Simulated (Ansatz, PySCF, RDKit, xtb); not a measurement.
# Isomers of MoH2S2O2, a sample narrowed down

Which of a sample of isomers of MoH2S2O2 is the most stable in the gas at 298.15 K, and what are its properties? The sample is small against all isomers, and the most stable one of this formula need not be in it. One structure proposed beforehand is put among the starts (marked given), to see whether the search confirms or beats it.

Plan: many cheap relaxations first (GFN2-xTB), then density-functional screening, relaxation at PBE0-D4/def2-SVP, vibrations and a final energy. The numbers are computed, not measured.

1 further run of the same task is left out (set aside as unsound or not needed).

### Step 1. Candidates

Isomers were drawn by moving bonds and hydrogen atoms under normal valences; this is a sample, not all of them. O–O, O–halogen and N–halogen bonds and N–N–N chains are not drawn. That gives 1 candidate.

```tsv
label	SMILES	spin
c747	[OH][Mo]([OH])(=[S])=[S]	singlet
```

Candidates are built by distance geometry, with a force field where one applies, in up to four conformers (letters a to d). 6 more come from a given structure, shaken or with two atoms exchanged.

### Step 2. Search with GFN2-xTB

All 8 starts are relaxed the same way. One of them, c296 (given structure with two atoms exchanged), in full:

start.xyz reads:

```xyz
7
c296
Mo     1.283100    -1.048000     0.967200
O     -1.495000     0.596200     1.024100
O      0.004200     0.019900    -0.150500
S     -0.631100    -1.144400    -1.677500
S      0.968500     1.651500    -0.957100
H     -2.128200     1.165300     0.394200
H      2.059700    -1.308600     0.353900
```

Command:

```sh
$ xtb start.xyz --gfn 2 --opt
```

Standard output (excerpt; [...] marks lines left out):

```text
* xtb version 6.7.1
[...]
          :  # basis functions                  40          :
[...]
          :  # electrons                        32          :
[...]
          :  Hamiltonian                  GFN2-xTB          :
[...]
          :  net charge                          0          :
          :  unpaired electrons                  0          :
[...]
   *** convergence criteria satisfied after 76 iterations ***
[...]
   *** GEOMETRY OPTIMIZATION CONVERGED AFTER 37 ITERATIONS ***
[...]
   *** convergence criteria satisfied after 3 iterations ***
[...]
         ::                     SUMMARY                     ::
         :::::::::::::::::::::::::::::::::::::::::::::::::::::
         :: total energy             -17.830679077162 Eh    ::
         :: gradient norm              0.000414017265 Eh/a0 ::
         :: HOMO-LUMO gap              1.844062818521 eV    ::
         ::.................................................::
         :: SCC energy               -17.896561086706 Eh    ::
         :: -> isotropic ES            0.080471382922 Eh    ::
         :: -> anisotropic ES         -0.006183954333 Eh    ::
         :: -> anisotropic XC          0.009523138636 Eh    ::
         :: -> dispersion             -0.007524918576 Eh    ::
         :: repulsion energy           0.065882009543 Eh    ::
         :: add. restraining           0.000000000000 Eh    ::
         :: total charge              -0.000000000000 e     ::
         :::::::::::::::::::::::::::::::::::::::::::::::::::::
[...]
        16        2.0000           -0.3873169             -10.5394 (HOMO)
        17                         -0.3195488              -8.6954 (LUMO)
[...]
     #   Z          covCN         q      C6AA      α(0)
     1  42          4.408     0.814   344.999    38.202
     2   8          1.609    -0.421    21.279     6.226
     3   8          1.659    -0.368    20.242     6.074
     4  16          0.919    -0.247   149.612    20.689
     5  16          1.771     0.015   140.429    19.946
     6   1          0.806     0.357     0.571     1.187
     7   1          0.969    -0.151     7.724     4.343
[...]
     #   Z sym  total        # sym  WBO       # sym  WBO       # sym  WBO
 ---------------------------------------------------------------------------
     1  42      6.897 --     4      2.252     2      1.372     5      1.258
                             3      1.037     7      0.931
     2   8      2.398 --     1      1.372     6      0.820
     3   8      2.361 --     5      1.177     1      1.037
     4  16      2.599 --     1      2.252     5      0.152
     5  16      2.659 --     1      1.258     3      1.177     4      0.152
     6   1      0.872 --     2      0.820
     7   1      0.977 --     1      0.931
 ---------------------------------------------------------------------------
[...]
molecular dipole:
                 x           y           z       tot (Debye)
 q only:       -0.607       0.014       1.365
   full:       -1.613       0.923       1.559       6.165
molecular quadrupole (traceless):
[...]
          | TOTAL ENERGY              -17.830679077162 Eh   |
          | GRADIENT NORM               0.000414017265 Eh/α |
          | HOMO-LUMO GAP               1.844062818521 eV   |
           -------------------------------------------------
[...]
```

Wall time 0.37 s (2 threads of Arm Neoverse V1, shared host).

### Step 3. Distinct minima at GFN2-xTB

8 of the 8 relaxations converged; 3 ended on a minimum already found. 5 distinct structures remain:

```tsv
label	start	SMILES after	spin	energy (kcal/mol)
c698	altered	[S][Mo]12[H]3[O][S]314[O][H]24 ‡	singlet	0.0
c747b	drawn	[OH][Mo]([OH])(=[S])=[S]	singlet	91.7
c296	altered	[OH][MoH]1([S])[O][S]1 ‡	singlet	94.7
c851	altered	[OH][Mo]([OH])(=[S])=[S]	triplet	127.5
c317	altered	[O][S][MoH]([OH])[S] ‡	triplet	133.5
```

‡ marks the bonded skeleton alone, with all bonds drawn single: no Lewis structure was assigned that passes a check against the bond lengths.

GFN2-xTB has no spin polarisation, so it can't rank spin states and is rough for open shells.

### Step 4. Screening with a density functional

A choice of the minima (the low ones first, few conformers of a pattern, up to a cap) and the lowest that fell apart get a single point at r2SCAN-D4/def2-SVP on the tight-binding geometry, and one at HF/STO-3G for comparison. The lowest singlets are also tried as triplets at the same geometry (label ending in t). The first, c747b:

input.yaml reads:

```yaml
crystal:
  periodic: [false, false, false]
  atoms:
    - {symbol: Mo, position_ang: [-0.644514, 0.710794, -0.274747]}
    - {symbol: O, position_ang: [-0.490155, -0.727459, -1.272237]}
    - {symbol: O, position_ang: [-0.297601, 2.387686, -0.669594]}
    - {symbol: S, position_ang: [-2.691268, 0.704256, 0.407706]}
    - {symbol: S, position_ang: [0.524300, 0.295445, 1.491275]}
    - {symbol: H, position_ang: [-0.432726, -1.551047, -1.767514]}
    - {symbol: H, position_ang: [-0.127586, 3.323336, -0.818561]}
basis:
  gaussian:
    orbitals: def2-SVP
scf:
  lower_state_search: "off"
hamiltonian:
  xc: r2scan
  dispersion: d4
output: {orbitals: {seedname: orbitals}}
total_charge: 0
```

Command:

```sh
$ ansatz run input.yaml --threads 2 --pin off --max-ram 5220MiB --events-out events.jsonl --progress --plain --runs-dir runs
```

Standard output (excerpt; [...] marks lines left out):

```text
Warning: RAYON_NUM_THREADS=2 ignored (pool sized by the plan → 2); use --threads N
Functional definition: r2SCAN
  name "r2SCAN"
[...]
1115 factors; their error is unknown
[...]
mean field -27644.99325390 eV, -1015.9347636314 hartree, gradient 1.2e-6 eV, S^2 0.000000; 0 other end points of the search recorded, 0 dependent functions left out
reference -27644.99327756 eV, -1015.9347645009 hartree; 32, 32 occupied and 73, 73 virtual orbitals, 1115 factors
Total energy: -27645.05179189 eV, -1015.9369148627 hartree
Checks for a lower state left out: stability, starts, cluster_reference, orbital_swaps, neighbouring_geometries, increment
```

It took 3.3 s on 2 threads of Arm Neoverse V1, shared host.

Relative energies in kcal/mol, each column from its lowest structure that stays in one piece:

```tsv
label	SMILES	spin	GFN2-xTB	HF/STO-3G	r2SCAN-D4/def2-SVP
c747b	[OH][Mo]([OH])(=[S])=[S]	singlet	91.7	0.0	0.0
c296	[OH][MoH]1([S])[O][S]1 ‡	singlet	94.7	18.7	49.7
c851	[OH][Mo]([OH])(=[S])=[S]	triplet	127.5	20.5	74.6
c296t	[OH][MoH]1([S])[O][S]1 ‡	triplet	–	–	93.1
c698t	[S][Mo]12[H]3[O][S]314[O][H]24 ‡	triplet	–	–	307.3
c698	[S][Mo]12[H]3[O][S]314[O][H]24 ‡	singlet	0.0	427.6	329.1
```

‡ marks the bonded skeleton alone, with all bonds drawn single: no Lewis structure was assigned that passes a check against the bond lengths.

### Step 5. Relaxing the best candidates

3 candidates are relaxed at PBE0-D4/def2-SVP (chosen among the lowest in one piece, with other spins of them). The first, c747b:

Edit input.yaml of step 4 so:

```diff
@@ -13,8 +13,10 @@
     orbitals: def2-SVP
+magnetization:
+  spin_polarized: false
+hamiltonian:
+  xc: {name: PBE0}
+  dispersion: d4
 scf:
   lower_state_search: "off"
-hamiltonian:
-  xc: r2scan
-  dispersion: d4
-output: {orbitals: {seedname: orbitals}}
-total_charge: 0
+relax:
+  f_tol: 0.003
```

Command:

```sh
$ ansatz run input.yaml --threads 2 --pin off --max-ram 5220MiB --events-out events.jsonl --progress --plain --runs-dir runs
```

Standard output (excerpt; [...] marks lines left out):

```text
Warning: RAYON_NUM_THREADS=2 ignored (pool sized by the plan → 2); use --threads N
[...]
Functional definition: PBE0
  name "PBE0"
[...]
1096 factors; integrals over basis functions are off by at most 1.9e-4 eV
[...]
mean field -27634.45351544 eV, -1015.5474353870 hartree, gradient 6.4e-6 eV, S^2 0.000000; 0 other end points of the search recorded, 0 dependent functions left out
[...]
reference -27634.45356605 eV, -1015.5474372471 hartree; 32, 32 occupied and 73, 73 virtual orbitals, 1096 factors
relax step   1: F+E_penalty+E_count = -27634.67783566 eV  Δ(F+E_penalty+E_count) = +0.000e0 eV  max|allowed force component| = 4.808e0 eV/Å  Δτ_max = 0.0000 Å  (18 SCF iters, accepted)
[...]
relax step   9: F+E_penalty+E_count = -27635.34047101 eV  Δ(F+E_penalty+E_count) = -8.418e-4 eV  max|allowed force component| = 1.665e-2 eV/Å  Δτ_max = 0.0116 Å  (23 SCF iters, accepted)
[...]
relax step  34: F+E_penalty+E_count = -27635.40934119 eV  Δ(F+E_penalty+E_count) = -2.268e-6 eV  max|allowed force component| = 3.011e-4 eV/Å  Δτ_max = 0.0005 Å  (15 SCF iters, accepted)
Total energy: -27635.40939326 eV, -1015.5825632492 hartree
Atom 0 at    -0.698647     0.685502    -0.126327 Å, force     0.000159    -0.000010     0.000078 eV/Å
Atom 1 at    -0.208569    -0.649290    -1.317072 Å, force    -0.000012    -0.000269    -0.000134 eV/Å
Atom 2 at    -0.477120     2.355679    -0.901668 Å, force    -0.000057     0.000301    -0.000038 eV/Å
Atom 3 at    -2.722116     0.463969     0.411222 Å, force    -0.000295    -0.000046    -0.000068 eV/Å
Atom 4 at     0.508929     0.522488     1.590543 Å, force     0.000196     0.000009     0.000164 eV/Å
Atom 5 at    -0.846486    -1.158761    -1.833055 Å, force    -0.000037    -0.000066    -0.000010 eV/Å
Atom 6 at     0.284458     2.923425    -0.727314 Å, force     0.000046     0.000081     0.000008 eV/Å
Dipole moment:     0.153287     0.072240    -0.423532 e Å
Checks for a lower state left out: stability, starts, cluster_reference, orbital_swaps, neighbouring_geometries, increment
```

It took 94 s on 2 threads of Arm Neoverse V1, shared host.

Energy change by step (eV): 0.0000, -0.3801, -0.4215, -0.4412, -0.5533, -0.6273, -0.6541, -0.6618, -0.6626, -0.6627, -0.6627, -0.6628, -0.6629, -0.6632, -0.6637, -0.6645, -0.6658, -0.6679, -0.6708, -0.6748, -0.5813, -0.6894, -0.7062, -0.7166, -0.7179, -0.7279, -0.7282, -0.7284, -0.6625, -0.7304.

After the run. Bond lengths: Mo1–O2 1.855 Å, Mo1–O3 1.855 Å, Mo1–S4 2.105 Å, Mo1–S5 2.105 Å, O2–H6 0.966 Å, O3–H7 0.966 Å. Angles: O2–Mo1–O3 110.4°, O2–Mo1–S4 110.0°, O2–Mo1–S5 108.4°, O3–Mo1–S4 108.4°, O3–Mo1–S5 110.0°, S4–Mo1–S5 109.6°, Mo1–O2–H6 123.2°, Mo1–O3–H7 123.2°.

### Step 6. The relaxed candidates

```tsv
label	spin	r2SCAN-D4/def2-SVP (kcal/mol)	PBE0-D4/def2-SVP, relaxed (kcal/mol)	time
c747b	singlet	0.0	0.0	94 s
c851	triplet	74.6	32.2	2.2 min
c296	singlet	49.7	52.0	53 s
```

c747b: Bond lengths: Mo1–O2 1.855 Å, Mo1–O3 1.855 Å, Mo1–S4 2.105 Å, Mo1–S5 2.105 Å, O2–H6 0.966 Å, O3–H7 0.966 Å. Angles: O2–Mo1–O3 110.4°, O2–Mo1–S4 110.0°, O2–Mo1–S5 108.4°, O3–Mo1–S4 108.4°, O3–Mo1–S5 110.0°, S4–Mo1–S5 109.6°, Mo1–O2–H6 123.2°, Mo1–O3–H7 123.2°.

c851: Bond lengths: Mo1–O2 1.851 Å, Mo1–O3 1.851 Å, Mo1–S4 2.189 Å, Mo1–S5 2.189 Å, O2–H6 0.967 Å, O3–H7 0.967 Å. Angles: O2–Mo1–O3 119.1°, O2–Mo1–S4 112.1°, O2–Mo1–S5 112.1°, O3–Mo1–S4 112.1°, O3–Mo1–S5 112.1°, S4–Mo1–S5 83.9°, Mo1–O2–H6 124.5°, Mo1–O3–H7 124.5°.

c296: Bond lengths: Mo1–O2 1.842 Å, Mo1–O3 1.893 Å, Mo1–S4 2.090 Å, Mo1–S5 2.296 Å, O3–S5 1.692 Å, O2–H6 0.965 Å, Mo1–H7 1.660 Å. Some angles: O2–Mo1–O3 114.8°, O2–Mo1–S4 115.4°, O2–Mo1–S5 125.4°, O3–Mo1–S4 111.4°, O3–Mo1–S5 46.4°, S4–Mo1–S5 119.1°, Mo1–O3–S5 79.4°, Mo1–S5–O3 54.2°, Mo1–O2–H6 131.4°, O2–Mo1–H7 96.2°.

### Step 7. Are they minima? Harmonic frequencies

The lowest few in one piece go on as finalists. Harmonic vibrations at PBE0-D4/def2-SVP test each finalist and give the zero-point energy and the thermal terms. The first, c747b:

input.yaml reads:

```yaml
crystal:
  periodic: [false, false, false]
  atoms:
    - symbol: Mo
      position_ang: [-0.698647, 0.685502, -0.126327]
    - symbol: O
      position_ang: [-0.208569, -0.649290, -1.317072]
    - symbol: O
      position_ang: [-0.477120, 2.355679, -0.901668]
    - symbol: S
      position_ang: [-2.722116, 0.463969, 0.411222]
    - symbol: S
      position_ang: [0.508929, 0.522488, 1.590543]
    - symbol: H
      position_ang: [-0.846486, -1.158761, -1.833055]
    - symbol: H
      position_ang: [0.284458, 2.923425, -0.727314]
basis:
  gaussian:
    orbitals: def2-SVP
scf:
  lower_state_search: off
phonons: {}
hamiltonian:
  xc: pbe0
  dispersion: d4
```

Command:

```sh
$ ansatz run input.yaml --threads 2 --pin off --max-ram 5220MiB --events-out events.jsonl --progress --plain --runs-dir runs
```

Standard output (excerpt; [...] marks lines left out):

```text
Warning: RAYON_NUM_THREADS=2 ignored (pool sized by the plan → 2); use --threads N
Functional definition: PBE0
  name "PBE0"
[...]
1098 factors; integrals over basis functions are off by at most 2.1e-4 eV
[...]
mean field -27635.18884881 eV, -1015.5744583900 hartree, gradient 8.1e-6 eV, S^2 0.000000; 0 other end points of the search recorded, 0 dependent functions left out
[...]
reference -27635.18890095 eV, -1015.5744603062 hartree; 32, 32 occupied and 73, 73 virtual orbitals, 1098 factors
[...]
1098 factors; integrals over basis functions are off by at most 2.1e-4 eV
mean field -27635.18869210 eV, -1015.5744526310 hartree, gradient 1.5e-6 eV, S^2 0.000000; 0 other end points of the search recorded, 0 dependent functions left out
[...]
reference -27635.18874425 eV, -1015.5744545473 hartree; 32, 32 occupied and 73, 73 virtual orbitals, 1098 factors
[...]
Total energy: -27635.40939425 eV, -1015.5825632856 hartree
Atom 0 at    -0.698647     0.685502    -0.126327 Å, force     0.000119    -0.000023     0.000130 eV/Å
Atom 1 at    -0.208569    -0.649290    -1.317072 Å, force    -0.000063    -0.000343    -0.000170 eV/Å
Atom 2 at    -0.477120     2.355679    -0.901668 Å, force    -0.000016     0.000365    -0.000001 eV/Å
Atom 3 at    -2.722116     0.463969     0.411222 Å, force    -0.000274    -0.000082    -0.000107 eV/Å
Atom 4 at     0.508929     0.522488     1.590543 Å, force     0.000213     0.000048     0.000165 eV/Å
Atom 5 at    -0.846486    -1.158761    -1.833055 Å, force    -0.000017    -0.000026     0.000003 eV/Å
Atom 6 at     0.284458     2.923425    -0.727314 Å, force     0.000038     0.000060    -0.000020 eV/Å
Dipole moment:     0.153288     0.072242    -0.423532 e Å
Vibrations: 182.21 189.04 197.41 214.72 226.09 287.67 312.50 570.09 570.15 615.80 631.76 741.05 756.03 3880.10 3884.22 cm⁻¹, zero-point energy 0.821943 eV
Checks for a lower state left out: stability, starts, cluster_reference, orbital_swaps, neighbouring_geometries, increment
```

It took 1.7 min on 2 threads of Arm Neoverse V1, shared host.

### Step 8. Zero-point energy and free-energy terms

At 298.15 K and 1 atm, ideal gas, rigid rotor and harmonic oscillator:

```tsv
label	SMILES	spin	point group	lowest mode (cm⁻¹)	zero-point (kcal/mol)	G − E (kcal/mol)
c747b	[OH][Mo]([OH])(=[S])=[S]	singlet	C2	182	19.0	-1.4
c851	[OH][Mo]([OH])(=[S])=[S]	triplet	C2v	158	18.7	-2.2
c296	[OH][MoH]1([S])[O][S]1 ‡	singlet	C1	140	17.5	-3.1
```

Chiral structures get −RT ln 2 for their mirror image.

‡ marks the bonded skeleton alone, with all bonds drawn single: no Lewis structure was assigned that passes a check against the bond lengths.

### Step 9. The final energy

Single points at CCSD(T)/def2-SVP + MP2/def2-TZVPP - MP2/def2-SVP on the refined geometries decide the order.

c747b, CCSD(T)/def2-SVP:

input.yaml reads:

```yaml
crystal:
  periodic: [false, false, false]
  atoms:
    - {symbol: Mo, position_ang: [-0.698647, 0.685502, -0.126327]}
    - {symbol: O, position_ang: [-0.208569, -0.649290, -1.317072]}
    - {symbol: O, position_ang: [-0.477120, 2.355679, -0.901668]}
    - {symbol: S, position_ang: [-2.722116, 0.463969, 0.411222]}
    - {symbol: S, position_ang: [0.508929, 0.522488, 1.590543]}
    - {symbol: H, position_ang: [-0.846486, -1.158761, -1.833055]}
    - {symbol: H, position_ang: [0.284458, 2.923425, -0.727314]}
basis:
  gaussian: {orbitals: def2-SVP}
correlation: {method: ccsd_t, frozen_orbitals: {S: 5, O: 1, Mo: 0, H: 0}}
```

Command:

```sh
$ ansatz run input.yaml --threads 2 --pin off --max-ram 5220MiB --events-out events.jsonl --progress --plain --runs-dir runs
```

Standard output (excerpt; [...] marks lines left out):

```text
Warning: RAYON_NUM_THREADS=2 ignored (pool sized by the plan → 2); use --threads N
Functional definition: HF
  name "HF"
[...]
1005 factors; integrals over basis functions are off by at most 8.0e-4 eV
[...]
mean field -27569.49387144 eV, -1013.1602125012 hartree, gradient 2.7e-6 eV, S^2 0.000000; 2 other end points of the search recorded, 0 dependent functions left out; unrestricted orbitals would lower it
12 core orbitals not correlated: weight in the atoms' cores, before any rotation towards them, 1.000 or more for the frozen orbitals, at most 0.000 for the correlated occupied ones
reference -27569.49387144 eV, -1013.1602125012 hartree; 20, 20 occupied and 73, 73 virtual orbitals, 1005 factors
second order -30.18629191 eV of doubles, -0.00000000 eV of singles
cycle   1  -26.15584359 eV  change     4.0e0 eV  update   3.5e-1
[...]
cycle  14  -28.49413261 eV  change    2.1e-5 eV  update   4.7e-6
perturbative correction -1.70321666 eV, -0.0625920577 hartree
Total energy: -27599.69122070 eV, -1014.2699446182 hartree
```

Run time: 20 s. Hardware: 2 threads of Arm Neoverse V1, shared host.

### Step 10. c747b at MP2/def2-TZVPP

Edit input.yaml of step 9 so:

```diff
@@ -11,3 +11,6 @@
 basis:
-  gaussian: {orbitals: def2-SVP}
-correlation: {method: ccsd_t, frozen_orbitals: {S: 5, O: 1, Mo: 0, H: 0}}
+  gaussian:
+    orbitals: def2-TZVPP
+correlation:
+  method: mp2
+  frozen_orbitals: {S: 5, O: 1, Mo: 0, H: 0}
```

Command:

```sh
$ ansatz run input.yaml --threads 2 --pin off --max-ram 5220MiB --events-out events.jsonl --progress --plain --runs-dir runs
```

Standard output (excerpt; [...] marks lines left out):

```text
Warning: RAYON_NUM_THREADS=2 ignored (pool sized by the plan → 2); use --threads N
Functional definition: HF
  name "HF"
[...]
1442 factors; integrals over basis functions are off by at most 7.7e-4 eV
[...]
mean field -27583.15470278 eV, -1013.6622387933 hartree, gradient 2.1e-6 eV, S^2 0.000000; 2 other end points of the search recorded, 0 dependent functions left out; unrestricted orbitals would lower it
[...]
12 core orbitals not correlated: weight in the atoms' cores, before any rotation towards them, 1.000 or more for the frozen orbitals, at most 0.000 for the correlated occupied ones
reference -27583.15470278 eV, -1013.6622387933 hartree; 20, 20 occupied and 198, 198 virtual orbitals, 1442 factors
second order -39.81183136 eV of doubles, -0.00000000 eV of singles
Total energy: -27622.96653414 eV, -1015.1252966104 hartree
```

It took 11 s on 2 threads of Arm Neoverse V1, shared host; peak memory 0.55 GiB.

### Step 11. c851 at CCSD(T)/def2-SVP

input.yaml reads:

```yaml
crystal:
  periodic: [false, false, false]
  atoms:
    - {symbol: Mo, position_ang: [0.154875, -0.024722, 0.195019]}
    - {symbol: O, position_ang: [-1.311614, 0.446142, 1.222152]}
    - {symbol: O, position_ang: [1.449449, -1.127226, 0.927046]}
    - {symbol: S, position_ang: [-0.417881, -0.651406, -1.822765]}
    - {symbol: S, position_ang: [1.025743, 1.697442, -0.838441]}
    - {symbol: H, position_ang: [-2.031853, 1.015692, 0.919150]}
    - {symbol: H, position_ang: [2.244631, -1.421239, 0.462092]}
basis:
  gaussian:
    orbitals: def2-SVP
magnetization:
  spin_polarized: true
  initial_magnetization: 2
correlation:
  method: ccsd_t
  frozen_orbitals: {S: 5, O: 1, Mo: 0, H: 0}
scf:
  omitted_lower_state_checks: [cluster_reference]
```

Command:

```sh
$ ansatz run input.yaml --threads 2 --pin off --max-ram 5220MiB --events-out events.jsonl --progress --plain --runs-dir runs
```

Standard output (excerpt; [...] marks lines left out):

```text
Warning: RAYON_NUM_THREADS=2 ignored (pool sized by the plan → 2); use --threads N
Functional definition: HF
  name "HF"
[...]
1007 factors; integrals over basis functions are off by at most 6.6e-4 eV
[...]
mean field -27569.49688074 eV, -1013.1603230910 hartree, gradient 2.5e-6 eV, S^2 2.051842; 12 other end points of the search recorded, 0 dependent functions left out
12 core orbitals not correlated: weight in the atoms' cores, before any rotation towards them, 1.000 or more for the frozen orbitals, at most 0.000 for the correlated occupied ones
reference -27569.49688074 eV, -1013.1603230910 hartree; 21, 19 occupied and 72, 74 virtual orbitals, 1007 factors
second order -27.16683782 eV of doubles, -0.00000000 eV of singles
cycle   1  -25.39106083 eV  change     1.8e0 eV  update   2.7e-1
[...]
cycle  16  -27.11439715 eV  change    3.3e-6 eV  update   1.7e-5
perturbative correction -1.37872868 eV, -0.0506673445 hartree
Total energy: -27597.99000657 eV, -1014.2074261521 hartree
Checks for a lower state left out: cluster_reference
```

It took 83 s on 2 threads of Arm Neoverse V1, shared host; peak memory 1.1 GiB.

For c747b, c296 the log finds that unrestricted Hartree-Fock orbitals lie lower, a sign to watch the closed-shell reference there.

(Part 1 of 2 ends here.)
